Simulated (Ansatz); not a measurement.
# BBrCl2: the cost of one run

Program: Ansatz 0.2.0, Gaussian basis. Level of theory: PBE0-D4/def2-TZVP structures, single points in def2-TZVPP, no counterpoise correction. These are calculated values, not measurements.

Levels: SPW92, PBE-D4, BLYP-D4, r2SCAN-D4, B97M-V, PBE0-D4, B3LYP-D4, r2SCAN0-D4, BHLYP-D4, CAM-B3LYP-D4, wB97X-V, wB97M-V, B2PLYP, PBE-QIDH, RPA on PBE, Hartree-Fock, MP2, CCSD, CCSD(T).

Cores are frozen in the correlated methods. Filled d shells of the heavier atoms are correlated. B3LYP uses VWN-RPA correlation. B2PLYP carries no dispersion term here.

94 further runs of the same task are left out: 94 set aside as unsound or not needed.

## Step 1: The system as given

The complex: 6 atoms, charge 0, spin multiplicity 1.

Atoms are counted from 1 here; the program's logs count them from 0.

Bond lengths: B1–Cl3 1.730 Å, B1–Cl4 1.730 Å, B1–Br6 1.913 Å, Cl2–H5 1.281 Å. Angles: Cl3–B1–Cl4 120.9°, Cl3–B1–Br6 119.5°, Cl4–B1–Br6 119.5°.

Coordinates:

```xyz
6
charge 0, multiplicity 1
B    -0.85351   -0.63484    0.35397
Cl    1.57558    1.29594   -1.43316
Cl   -0.47956   -2.07507   -0.52947
Cl   -2.15429    0.39575   -0.13635
H     1.74682    1.21045   -0.16634
Br    0.16506   -0.19223    1.91126
```

Its parts: BBrCl₂ holds atoms 1, 3, 4, 6; HCl holds atoms 2, 5. Each part counts its atoms afresh in its own runs.

## Step 2: Relaxing BBrCl₂ alone

File relax-a/in.yaml:

```yaml
crystal:
  periodic: [false, false, false]
  atoms:
    - {symbol: B, position_ang: [-0.853509, -0.634843, 0.353969]}
    - {symbol: Cl, position_ang: [-0.479558, -2.075074, -0.529474]}
    - {symbol: Cl, position_ang: [-2.154291, 0.395750, -0.136353]}
    - {symbol: Br, position_ang: [0.165062, -0.192225, 1.911256]}
basis:
  gaussian: {orbitals: def2-TZVP}
hamiltonian: {xc: pbe0, dispersion: d4}
relax: {f_tol: 0.005, max_steps: 200}
```

Started as:

```
$ ansatz run in.yaml --threads 8 --pin off --events-out ev --progress --plain --max-ram 19148MiB
```

**Question.** How long does this run take on 8 threads of Arm Neoverse V1, shared host?

About 7.5 s.
